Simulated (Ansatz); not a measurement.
Run this with the Python package of Ansatz (0.2.0) and show what comes out.

The script, `run_plan.py`:
```python
"""What the engine would do for AlN, without solving."""

import ansatz as az

aln = (
    az.Lattice.of([3.113, 0.0, 0.0], [-1.5565, 2.695937, 0.0], [0.0, 0.0, 4.981])
    .atom("Al", [1 / 3, 2 / 3, 0.0])
    .atom("Al", [2 / 3, 1 / 3, 0.5])
    .atom("N", [1 / 3, 2 / 3, 0.38])
    .atom("N", [2 / 3, 1 / 3, 0.88])
)

calc = (
    aln.calculation()
    .basis(38 * az.Ry)
    .functional(az.Functional.PBE)
    .occupations("gaussian")
    .kpoints(6, 6, 3, center="gamma")
)
session = calc.session()
print("features:", ", ".join(session.active_features))
print("SCF threshold (eV):", session.dr2_threshold)
planned = session.plan(dry_run=True)
told = planned.describe()
for name in ("ecut_ev", "ecutrho_ev", "n_bands", "nominal_top_band", "n_pw_range", "fft_dense", "fft_smooth", "n_sym_ops", "cell_volume_ang3"):
    print(f"{name:18s} {told[name]}")
for notice in planned.prep()["deck_notices"]:
    print("resolved:", notice["kind"])
```

Running `python run_plan.py` prints:
```text
features: AnyPaw, Paw, PbeFamilyXc, FractionalOccupations, GaussianSmearing
SCF threshold (eV): 1e-07
ecut_ev            517.016338673772
ecutrho_ev         2068.065354695088
n_bands            12
nominal_top_band   8
n_pw_range         [1099, 1122]
fft_dense          [24, 24, 40]
fft_smooth         [24, 24, 40]
n_sym_ops          12
cell_volume_ang3   41.80280281926101
resolved: structure_snapped_to_symmetry_deviation_below_warning_threshold
resolved: cutoff_auto_derived
resolved: n_bands_auto_derived
resolved: mixing_algorithm_auto_resolved
resolved: check_enabled
```
